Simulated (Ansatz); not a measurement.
CH4Cl2Sn, SMILES Cl[CH](Cl)[SnH3], a rigid scan of one bond length

With Ansatz 0.2.0 through its Python package.

The cells in order, each with its output:

```python
import ansatz as az
import numpy as np
```

```python
GEOMETRY = """
Cl    1.07960   -0.20490    2.11110
C     1.02270   -0.17840    0.32070
Cl    1.96790    1.18320   -0.30010
Sn   -0.91250    0.02940   -0.39090
H     1.45770   -1.13900   -0.05940
H    -1.65710    1.54510    0.18850
H    -0.96090    0.00780   -2.13380
H    -1.90530   -1.30040    0.20820
"""
```

```python
mol = az.Crystal.molecule()
for line in GEOMETRY.strip().splitlines():
    symbol, *xyz = line.split()
    mol = mol.atom(symbol, [float(v) for v in xyz])

symbols = [site.symbol for site in mol.cartesian_sites]
start = np.array([site.position_ang for site in mol.cartesian_sites])
axis = (start[2] - start[1]) / np.linalg.norm(start[2] - start[1])
moving = [2]
lengths, energies = [1.558, 1.628, 1.699, 1.77, 1.841, 1.912, 1.982, 2.089], []
for length in lengths:
    xyz = start.copy()
    xyz[moving] += (length - np.linalg.norm(start[2] - start[1])) * axis
    point = az.Crystal.molecule()
    for symbol, xyz in zip(symbols, xyz):
        point = point.atom(symbol, xyz.tolist())
    base = (
        point.calculation()
        .basis(gaussian="def2-SVP")
        .functional("CAM-B3LYP")
    )
    report = base.run().report
    energies.append(report["free_energy_ev"])
    print(f"r = {length:6.3f} A  E = {energies[-1]:.5f} eV  <S^2> = {abs(report['mean_field']['state']['spin_squared']):.3f}")
```

    r =  1.558 A  E = -31967.48002 eV  <S^2> = 0.000
    r =  1.628 A  E = -31967.95622 eV  <S^2> = 0.000
    r =  1.699 A  E = -31968.21449 eV  <S^2> = 0.000
    r =  1.770 A  E = -31968.31078 eV  <S^2> = 0.000
    r =  1.841 A  E = -31968.29243 eV  <S^2> = 0.000
    r =  1.912 A  E = -31968.19421 eV  <S^2> = 0.000
    r =  1.982 A  E = -31968.04406 eV  <S^2> = 0.000
    r =  2.089 A  E = -31967.75144 eV  <S^2> = 0.000

```python
# quartic fit about the minimum
fit = np.polynomial.Polynomial.fit(lengths, np.array(energies) - min(energies), 4).convert()
roots = [r.real for r in fit.deriv().roots() if abs(r.imag) < 1e-9 and fit.deriv(2)(r.real) > 0]
r_e = min(roots, key=lambda r: abs(r - lengths[int(np.argmin(energies))]))
print(f"minimum of the fit at {r_e:.4f} A, force constant {fit.deriv(2)(r_e):.2f} eV/A^2")
```

    minimum of the fit at 1.7902 A, force constant 20.50 eV/A^2

Notes:
- Total energies depend on the basis set; only differences at equal settings carry meaning.
- The rest of the molecule is held rigid at a force-field or estimated start geometry, and the basis set is modest; single-reference methods fail as a bond breaks.
- def2 sets replace the cores of elements past krypton by effective core potentials.
- The orbitals are restricted, so S² is zero by construction.
- Run time: 28 s on 1 thread of Arm Neoverse V2, on a shared host, peak memory 0.31 GiB.

(Lines on the test bed's own set-up are left out of the output.)
